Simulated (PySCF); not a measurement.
# C3H9GeP: the cost of one run

Programs: PySCF 2.14.0, with density-fitted response routines of our own. Each step states its level of theory. These are calculated values for one molecule in the gas phase, unless marked as measured. Atoms are numbered from 0 throughout.

### 1 The molecule as given

14 atoms, charge 0, multiplicity 1; geometry from: GFN2-xTB. The atoms were then displaced at random by about 0.01 Å, so the start is not that level's minimum.

Bonds of the start (Å): P0–Ge1 2.36, Ge1–C2 2.03, C2–C3 1.50, C3–C4 1.53, C4–Ge1 2.01, P0–H5 1.40, P0–H6 1.38, Ge1–H7 1.54, C2–H8 1.08, C2–H9 1.08, C3–H10 1.12, C3–H11 1.08, C4–H12 1.07, C4–H13 1.11.

### 2 Relaxing the molecule at PBE0-D3(BJ)/def2-SVP

The job: settings as JSON, then the geometry in Å.

```
{"job": {"xc": "PBE0", "basis": "def2-SVP", "d3": "d3bj", "grid": 1, "shake": 0.01, "kind": "geom"}, "charge": 0, "multiplicity": 1}
P      2.568020    -0.690220     1.086660
Ge     0.506590     0.441940     0.903680
C     -0.274160     0.948600    -0.899560
C     -1.117740    -0.293270    -0.843850
C     -1.152290    -0.657030     0.645620
H      3.217630     0.341440     0.391890
H      2.308200    -1.374260    -0.085610
H      0.437130     1.540130     1.983720
H      0.376810     1.014320    -1.755030
H     -0.838660     1.865240    -0.820230
H     -2.158840    -0.127310    -1.235500
H     -0.687990    -1.103450    -1.405160
H     -1.172170    -1.709260     0.847000
H     -2.019690    -0.211950     1.178620
```

Run with:

```
$ OMP_NUM_THREADS=1 python probes_run.py task.json out
```

This one command runs all jobs of the session in turn.

**Question.** How long does this first job take on 1 thread of Arm Neoverse V2, shared host, and how much memory does it need?

About 58 s, with a peak of 0.54 GiB.
